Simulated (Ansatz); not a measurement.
# AlO2: a relaxation

Aim: relax the cell and atoms of AlO2.

Method: DFT PBE+D3(BJ), scalar-relativistic, plane waves, PAW, in Ansatz 0.2.0.

## (1) Starting point

The structure is orthorhombic, space group Cmcm (No. 63). The conventional cell has a = 2.976 Å, b = 10.806 Å, c = 3.647 Å, α = 90.00°, β = 90.00°, γ = 90.00°. Al (site symmetry m2m) is surrounded by 6 O at 1.87 to 2.02 Å. O (site symmetry m2m) has 4 Al at 1.87 to 2.02 Å as nearest neighbours. O (site symmetry m2m) is surrounded by 2 Al at 1.88 Å.

As a file:

```cif
data_structure
_symmetry_space_group_name_H-M 'Cmcm'
_symmetry_Int_Tables_number 63
_cell_length_a 2.9763
_cell_length_b 10.8057
_cell_length_c 3.6466
_cell_angle_alpha 90.000
_cell_angle_beta 90.000
_cell_angle_gamma 90.000
_cell_volume 117.28
loop_
_atom_site_label
_atom_site_type_symbol
_atom_site_symmetry_multiplicity
_atom_site_Wyckoff_symbol
_atom_site_fract_x
_atom_site_fract_y
_atom_site_fract_z
_atom_site_occupancy
Al1 Al 4 c 0.00000 0.66813 0.25000 1
O1 O 4 c 0.50000 0.79418 0.25000 1
O2 O 4 c 0.50000 0.56107 0.25000 1
```

Source of the structure: the Materials Project (structure only).

(A quick probe on a coarse mesh, which set the mesh and smearing, is not shown.)

## (3) Full relaxation

File input.yaml:

```yaml
crystal:
  lattice:
    - [1.488162, -5.402833, 0.0]
    - [1.488162, 5.402833, 0.0]
    - [0.0, 0.0, 3.646612]
  atoms:
    - { symbol: Al, position: [0.331867, 0.668133, 0.25] }
    - { symbol: Al, position: [0.668133, 0.331867, 0.75] }
    - { symbol: O, position: [0.705816, 0.294184, 0.25], spin: 0.11 }
    - { symbol: O, position: [0.294184, 0.705816, 0.75], spin: 0.11 }
    - { symbol: O, position: [0.938928, 0.061072, 0.25], spin: 0.83 }
    - { symbol: O, position: [0.061072, 0.938928, 0.75], spin: 0.83 }
basis:
  ecutwfc: 420
kpoints:
  mp_grid: { grid: [12, 12, 10] }
hamiltonian:
  xc: pbe
  dispersion: d3bj
scf:
  occupations: { method: gaussian, width: 0.1 }
output:
  forces: true
  stress: true
  eigenvalues: true
  populations: true
magnetization:
  spin_polarized: true
relax:
  adjacent_minimum: "off"
  f_tol: 0.005
  max_steps: 80
  cell: { stress_tol: 0.05 }
```

Started as:

```
$ ansatz run input.yaml --threads 2 --pin off --max-ram 5120MiB --backend cpu --events-out ev --progress --plain --runs-dir out
```

Q: Predict the outcome of this session. Wanted: relaxed cell; volume; total moment; gap on the mesh.

The runs gave:

```
                   quantity                                                                       value
relaxed cell (conventional)  a = 2.956 Å, b = 10.612 Å, c = 3.635 Å, α = 90.00°, β = 90.00°, γ = 90.00°
       space group (0.01 Å)                                                               Cmcm (No. 63)
                     volume                                                                9.50 Å³/atom
               total moment                                                                1.87 μB/cell
            gap on the mesh                                                                none (metal)
```

What this shows: The relaxed volume is 2.7 % smaller than at the start.
